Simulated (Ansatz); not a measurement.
Born–Oppenheimer molecular dynamics of a periodic cell of 20 atoms, In₈BAs₈Cl₃ (surface InAs(110), adsorbate BCl3). It starts from a relaxed structure.

Computed with DFT PBE, scalar-relativistic, plane waves, PAW (Ansatz). Settings: accuracy low, PAW set soft_1, cutoff 420 eV, k mesh 1x2x1, fermi-dirac smearing 0.1 eV, no spin polarisation.

* ensemble: NVT, Langevin thermostat
* time step: 1 fs
* steps asked: 170
* set temperature: 500 K
* friction: 0.005 /fs
* atoms held: 2, 3, 5, 8
* seed: 425715

First frame:

```xyz
20
Lattice="8.6368 0.0000 0.0000 0.0000 6.1071 0.0000 0.0000 0.0000 19.4776" Properties=species:S:1:pos:R:3
In -0.010 4.893 3.323
As 0.000 0.000 1.000
In 2.159 1.527 1.000
As 6.466 3.307 3.083
In 6.478 1.527 1.000
As 2.151 3.304 3.087
In 4.307 4.900 3.326
As 4.318 0.000 1.000
In 4.315 4.548 7.243
As 4.306 0.360 5.483
In 6.471 1.932 5.436
As 2.151 3.162 7.833
In 2.148 1.946 5.453
As 6.473 3.148 7.805
In -0.009 4.549 7.236
As -0.007 0.356 5.475
B 5.664 3.744 11.765
Cl 4.268 4.614 11.166
Cl 5.504 2.075 12.250
Cl 7.200 4.563 11.896
```

Question: What does the run give?

Answer: All steps were run.

| Property | Result |
| --- | --- |
| steps done | 170 |
| time covered | 170 fs |
| mean temperature over the second half | 432 K |
| spread of the potential energy over the second half | 4.6 meV per atom |
| mean potential energy of the second half above the start | 37.2 meV per atom |

The mean temperature of the second half is 14 % below the set value. A run of 0.17 ps of so small a system gives no equilibrium averages. Limits of this set-up: coarse k mesh, slab without dipole correction, no dispersion correction for a molecule that may bind weakly, a typed lattice constant that wasn't relaxed here, low accuracy level.

Question: What happens to the structure?

Answer: Mean squared displacements from the first frame to the last: In 0.05 Å², As 0.04 Å², B 0.57 Å², Cl 0.55 Å². Another seed would give other details.

Question: How do temperature and energy run in time?

Answer: 
```
time (fs)  T (K)  potential energy less start (eV)
        0    500                             0.000
       14    391                             0.144
       28    269                             0.474
       42    235                             0.670
       56    244                             0.698
       70    411                             0.605
       84    456                             0.595
       98    369                             0.695
      112    391                             0.691
      126    484                             0.668
      140    437                             0.762
      154    408                             0.852
      168    433                             0.953
```

Run time: 24 min on 2 threads of Arm Neoverse V1 (shared host), peak memory 1.9 GiB.
